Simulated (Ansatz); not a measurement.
I need energies of removing a hydrogen of CH2FNSe, SMILES NC(F)=[Se]. Use Ansatz's Python interface. Use (for the species named): PBE0, def2-SVP basis, multiplicity 1.

```yaml
atoms:
  - { symbol: N, position_ang: [-0.5964, 0.3523, 0.2691] }
  - { symbol: C, position_ang: [0.5315, -0.3802, 0.0768] }
  - { symbol: F, position_ang: [1.1428, -0.9019, 1.1360] }
  - { symbol: Se, position_ang: [1.1203, -0.5077, -2.1518] }
  - { symbol: H, position_ang: [-1.0226, 0.5579, 1.1973] }
  - { symbol: H, position_ang: [-1.1336, 0.8155, -0.5735] }
```

`ch2fnse_bde.py`
```python
"""Cost of removing each kind of hydrogen from CH2FNSe, fragments frozen."""

import ansatz as az


def energy(molecule, charge=0, unpaired=0):
    calc = (
        molecule.calculation()
        .basis(gaussian="def2-SVP")
        .functional("pbe0")
    )
    if charge:
        calc = calc.charge(charge)
    if unpaired:
        calc = calc.spin("collinear", total=unpaired)
    report = calc.run(threads=1).report
    if report["published_state_doubts"]:
        print("  doubts:", report["published_state_doubts"])
    return report["free_energy_ev"]

def without(molecule, index):
    rest = az.Crystal.molecule()
    for i, site in enumerate(molecule.cartesian_sites):
        if i != index:
            rest = rest.atom(site.symbol, site.position_ang)
    return rest

geometry_ang = [
    ("N", (-0.5964, 0.3523, 0.2691)),
    ("C", (0.5315, -0.3802, 0.0768)),
    ("F", (1.1428, -0.9019, 1.136)),
    ("Se", (1.1203, -0.5077, -2.1518)),
    ("H", (-1.0226, 0.5579, 1.1973)),
    ("H", (-1.1336, 0.8155, -0.5735)),
]
ch2fnse = az.Crystal.molecule()
for symbol, xyz in geometry_ang:
    ch2fnse = ch2fnse.atom(symbol, xyz)

whole = energy(ch2fnse, 0)
hydrogen = energy(az.Crystal.molecule().atom("H", (0, 0, 0)), 0, 1)
print(f"E(molecule) = {whole:.5f} eV, E(H) = {hydrogen:.5f} eV")
for index in [5]:
    radical = energy(without(ch2fnse, index), 0, 1)
    print(f"H{index}: homolysis {96.485332 * (radical + hydrogen - whole):.1f} kJ/mol")
```

Running `python ch2fnse_bde.py` prints:
```text
E(molecule) = -70598.45426 eV, E(H) = -13.61361 eV
H5: homolysis 354.0 kJ/mol
```

What to keep in mind:
- The settings weren't tested for convergence.
- The geometry is a force-field or estimated start, not a minimum of this method, and the basis set is short of its limit. All parts are taken at fixed geometry, without zero-point energy.
- The spin-orbit lowering of heavy atoms is left out.
- Timing: 7.5 s on 1 thread of Intel(R) Xeon(R) 6975P-C (Granite Rapids), with other jobs on the host, peak memory 0.3 GiB.

(Lines on the test bed's own set-up are left out of the output.)
